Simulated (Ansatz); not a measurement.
A run of Ansatz 0.2.0:

input.yaml

```yaml
crystal:
  lattice:
    - [1.488162, -5.402833, 0.0]
    - [1.488162, 5.402833, 0.0]
    - [0.0, 0.0, 3.646612]
  atoms:
    - { symbol: Al, position: [0.668133, 0.331867, 0.75] }
    - { symbol: Al, position: [0.331867, 0.668133, 0.25] }
    - { symbol: O, position: [0.061072, 0.938928, 0.75] }
    - { symbol: O, position: [0.938928, 0.061072, 0.25] }
    - { symbol: O, position: [0.294184, 0.705816, 0.75] }
    - { symbol: O, position: [0.705816, 0.294184, 0.25] }
hamiltonian:
  xc: pbesol
  pseudopotentials: { kind: paw }
kpoints:
  mp_grid: { grid: [9, 9, 7] }
scf:
  occupations: { method: fermi_dirac, width: 0.05 }
  n_extra_bands: 15
output:
  forces: true
  stress: true
  eigenvalues: true
  dos: { projected: true, de: 0.05, nscf_kmesh: { grid: [14, 14, 11] } }
```

Potentials or basis: Ansatz PAW.

Command:

```console
$ ansatz run input.yaml --threads 2 --pin off --max-ram 5632MiB --backend cpu --events-out ev --progress --plain --runs-dir out
```

Hardware: 2 threads of Intel(R) Xeon(R) Platinum 8488C (Sapphire Rapids) (shared host).

Task: How long does it take, and how much memory?

Result: Run time: 8.6 s on 2 threads of Intel(R) Xeon(R) Platinum 8488C (Sapphire Rapids), on a shared host, peak memory 0.64 GiB. Counts: scf iterations 8, plane waves 1139, k points 100, bands 30.
